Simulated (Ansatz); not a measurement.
Relaxation of a periodic cell of 63 atoms, Mg₃₂O₃₁ (host MgO, host structure Fm-3m, one O atom removed), to a largest force component of 0.03 eV/Å in at most 60 steps.

These are results of DFT PBEsol, scalar-relativistic, plane waves, PAW (Ansatz), not measurements. Settings: PAW set soft_1, cutoff 420 eV, k mesh 1x1x1, gaussian smearing 0.05 eV, no spin polarisation.

```xyz
63
Lattice="8.8806 0.0000 0.0000 0.0000 8.8806 0.0000 0.0000 0.0000 8.8806" Properties=species:S:1:pos:R:3:forces:R:3
Mg 4.440 0.000 0.000 -0.05 -0.05 -0.05
O 6.660 0.000 4.440 0.00 0.11 -0.11
Mg 6.660 2.220 0.000 0.00 0.00 -0.81
O 0.000 4.440 2.220 -0.11 -0.11 0.00
Mg 6.660 0.000 2.220 0.00 -0.81 0.00
O 0.000 2.220 4.440 -0.11 0.00 -0.11
Mg 0.000 0.000 0.000 0.05 -0.05 -0.05
O 2.220 2.220 2.220 0.00 0.00 0.00
Mg 2.220 2.220 0.000 0.00 0.00 -0.03
O 4.440 4.440 2.220 0.11 -0.11 0.00
Mg 4.440 4.440 0.000 -0.05 0.05 -0.05
O 6.660 6.660 2.220 0.00 0.00 0.00
Mg 6.660 6.660 0.000 0.00 0.00 -0.03
O 0.000 0.000 2.220 -0.11 0.11 0.00
Mg 2.220 0.000 2.220 0.00 -0.03 0.00
O 4.440 2.220 4.440 0.11 0.00 -0.11
Mg 4.440 2.220 2.220 -0.81 0.00 0.00
O 6.660 4.440 4.440 0.00 -0.11 -0.11
Mg 6.660 4.440 2.220 0.00 0.81 0.00
O 0.000 6.660 4.440 -0.03 0.00 -0.03
Mg 4.440 0.000 4.440 -0.05 -0.05 0.05
O 6.660 2.220 6.660 0.00 0.00 0.00
Mg 6.660 2.220 4.440 0.00 0.00 0.81
O 0.000 4.440 6.660 -0.03 -0.03 0.00
Mg 6.660 0.000 6.660 0.00 -0.03 0.00
O 0.000 2.220 0.000 -0.11 0.00 0.11
Mg 0.000 4.440 0.000 0.05 0.05 -0.05
O 2.220 6.660 2.220 0.00 0.00 0.00
Mg 2.220 6.660 0.000 0.00 0.00 0.00
O 4.440 0.000 2.220 0.11 0.11 0.00
Mg 0.000 2.220 2.220 0.81 0.00 0.00
O 2.220 4.440 4.440 0.00 -0.03 -0.03
Mg 2.220 4.440 2.220 0.00 0.03 0.00
O 4.440 6.660 4.440 0.03 0.00 -0.03
Mg 4.440 6.660 2.220 -0.03 0.00 0.00
Mg 0.000 0.000 4.440 0.05 -0.05 0.05
O 2.220 2.220 6.660 0.00 0.00 0.00
Mg 2.220 2.220 4.440 0.00 0.00 0.03
O 4.440 4.440 6.660 0.03 -0.03 0.00
Mg 4.440 4.440 4.440 -0.05 0.05 0.05
O 6.660 6.660 6.660 0.00 0.00 0.00
Mg 6.660 6.660 4.440 0.00 0.00 0.03
O 0.000 0.000 6.660 -0.03 0.03 0.00
Mg 2.220 0.000 6.660 0.00 0.00 0.00
O 4.440 2.220 0.000 0.11 0.00 0.11
Mg 4.440 2.220 6.660 -0.03 0.00 0.00
O 6.660 4.440 0.000 0.00 -0.11 0.11
Mg 6.660 4.440 6.660 0.00 0.03 0.00
O 0.000 6.660 0.000 -0.03 0.00 0.03
Mg 0.000 6.660 2.220 0.03 0.00 0.00
O 2.220 0.000 4.440 0.00 0.03 -0.03
Mg 0.000 4.440 4.440 0.05 0.05 0.05
O 2.220 6.660 6.660 0.00 0.00 0.00
Mg 2.220 6.660 4.440 0.00 0.00 0.00
O 4.440 0.000 6.660 0.03 0.03 0.00
Mg 0.000 2.220 6.660 0.03 0.00 0.00
O 2.220 4.440 0.000 0.00 -0.03 0.03
Mg 2.220 4.440 6.660 0.00 0.00 0.00
O 4.440 6.660 0.000 0.03 0.00 0.03
Mg 4.440 6.660 6.660 0.00 0.00 0.00
O 6.660 0.000 0.000 0.00 0.11 0.11
Mg 0.000 6.660 6.660 0.00 0.00 0.00
O 2.220 0.000 0.000 0.00 0.03 0.03
```

Q: Where does it end, and by what steps?

A: It converged. Limits of this set-up: coarse k mesh, PAW files made for another functional. After 3 steps the energy has fallen by 0.259 eV; Mg17 moved furthest, 0.11 Å.

| step | energy less start (eV) | largest force component (eV/Å) | accepted |
| --- | --- | --- | --- |
| 0 | 0.0000 | 0.815 | yes |
| 1 | -0.2066 | 0.221 | yes |
| 2 | -0.2522 | 0.070 | yes |
| 3 | -0.2591 | 0.022 | yes |

```xyz
63
Lattice="8.8806 0.0000 0.0000 0.0000 8.8806 0.0000 0.0000 0.0000 8.8806" Properties=species:S:1:pos:R:3
Mg 4.441 0.001 0.001
O 6.660 -0.004 4.445
Mg 6.660 2.220 -0.110
O 0.004 4.445 2.220
Mg 6.660 -0.110 2.220
O 0.004 2.220 4.445
Mg -0.001 0.001 0.001
O 2.220 2.220 2.220
Mg 2.220 2.220 -0.026
O 4.436 4.445 2.220
Mg 4.441 4.439 0.001
O 6.660 6.660 2.220
Mg 6.660 6.660 -0.026
O 0.004 -0.004 2.220
Mg 2.220 -0.026 2.220
O 4.436 2.220 4.445
Mg 4.331 2.220 2.220
O 6.660 4.445 4.445
Mg 6.660 4.550 2.220
O -0.001 6.660 4.440
Mg 4.441 0.001 4.439
O 6.660 2.220 6.660
Mg 6.660 2.220 4.550
O -0.001 4.440 6.660
Mg 6.660 -0.026 6.660
O 0.004 2.220 -0.004
Mg -0.001 4.439 0.001
O 2.220 6.660 2.220
Mg 2.220 6.660 -0.007
O 4.436 -0.004 2.220
Mg 0.110 2.220 2.220
O 2.220 4.440 4.440
Mg 2.220 4.466 2.220
O 4.441 6.660 4.440
Mg 4.414 6.660 2.220
Mg -0.001 0.001 4.439
O 2.220 2.220 6.660
Mg 2.220 2.220 4.466
O 4.441 4.440 6.660
Mg 4.441 4.439 4.439
O 6.660 6.660 6.660
Mg 6.660 6.660 4.466
O -0.001 0.001 6.660
Mg 2.220 -0.007 6.660
O 4.436 2.220 -0.004
Mg 4.414 2.220 6.660
O 6.660 4.445 -0.004
Mg 6.660 4.466 6.660
O -0.001 6.660 0.001
Mg 0.026 6.660 2.220
O 2.220 0.001 4.440
Mg -0.001 4.439 4.439
O 2.220 6.660 6.660
Mg 2.220 6.660 4.448
O 4.441 0.001 6.660
Mg 0.026 2.220 6.660
O 2.220 4.440 0.001
Mg 2.220 4.448 6.660
O 4.441 6.660 0.001
Mg 4.433 6.660 6.660
O 6.660 -0.004 -0.004
Mg 0.007 6.660 6.660
O 2.220 0.001 0.001
```

Whether the end is a true minimum wasn't checked by a vibrational analysis.

Run time: 11 s on 4 threads of Intel(R) Xeon(R) Platinum 8259CL CPU @ 2.50GHz (Skylake/Cascade Lake), with other jobs on the host, peak memory 0.94 GiB.
